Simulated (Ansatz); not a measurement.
# HoAlTe3: the cost of one run

Method: DFT PBE, scalar-relativistic, plane waves, PAW; 4f electrons in the core of a trivalent norm-conserving potential, in Ansatz 0.2.0.

## (1) The structure to begin with

Symmetry: R-3m, No. 166, trigonal system. The conventional cell has a = 6.676 Å, b = 6.676 Å, c = 13.371 Å, α = 90.00°, β = 90.00°, γ = 120.00°. Around Ho (site symmetry -3m) lie 6 Te at 2.95 Å. Al (site symmetry -3m) has 6 Te at 3.34 Å in its first shell of neighbours. Te (site symmetry 2/m) is surrounded by 2 Ho at 2.95 Å and 4 Te at 3.34 Å and 2 Al at 3.34 Å.

Coordinates:

```cif
data_structure
_symmetry_space_group_name_H-M 'P 1'
_symmetry_Int_Tables_number 1
_cell_length_a 5.8923
_cell_length_b 5.8923
_cell_length_c 5.8923
_cell_angle_alpha 69.008
_cell_angle_beta 69.008
_cell_angle_gamma 69.008
_cell_volume 172.01
loop_
_atom_site_label
_atom_site_type_symbol
_atom_site_fract_x
_atom_site_fract_y
_atom_site_fract_z
_atom_site_occupancy
Ho1 Ho 0.00000 0.00000 0.00000 1
Al1 Al 0.50000 0.50000 0.50000 1
Te1 Te 0.00000 0.00000 0.50000 1
Te2 Te 0.50000 0.00000 0.00000 1
Te3 Te 0.00000 0.50000 0.00000 1
```

The cell is invented: random cell by space group and Wyckoff sites (R-3m, No. 166). Its size is a rough estimate.

## (2) Probe: one point on a coarse mesh

Input file input.yaml:

```yaml
crystal:
  lattice:
    - [3.33778546, 1.92707133, 4.45699804]
    - [-3.33778546, 1.92707133, 4.45699804]
    - [0.0, -3.85414267, 4.45699804]
  atoms:
    - { symbol: Ho, position: [0.0, 0.0, 0.0] }
    - { symbol: Al, position: [0.5, 0.5, 0.5] }
    - { symbol: Te, position: [0.0, 0.0, 0.5] }
    - { symbol: Te, position: [0.5, 0.0, 0.0] }
    - { symbol: Te, position: [0.0, 0.5, 0.0] }
basis:
  ecutwfc: 690
kpoints:
  mp_grid: { grid: [3, 3, 3] }
hamiltonian:
  xc: pbe
  pseudopotentials:
    kind: paw
    azcp: { Ho: "pseudopotentials/pbe/nc/lanthanide_3plus/Ho.nc.azcp" }
scf:
  occupations: { method: gaussian, width: 0.1 }
  lower_state_search: "off"
output:
  forces: true
  stress: true
  eigenvalues: true
```

The run is started by

```bash
$ ansatz run input.yaml --threads 1 --pin off --max-ram 2560MiB --backend cpu --events-out ev --progress --plain --runs-dir out
```

**Question.** How long does this run take on 1 thread of Arm Neoverse V1, shared host, and how much memory does it need?

About 6.3 s, with a peak of 0.49 GiB.
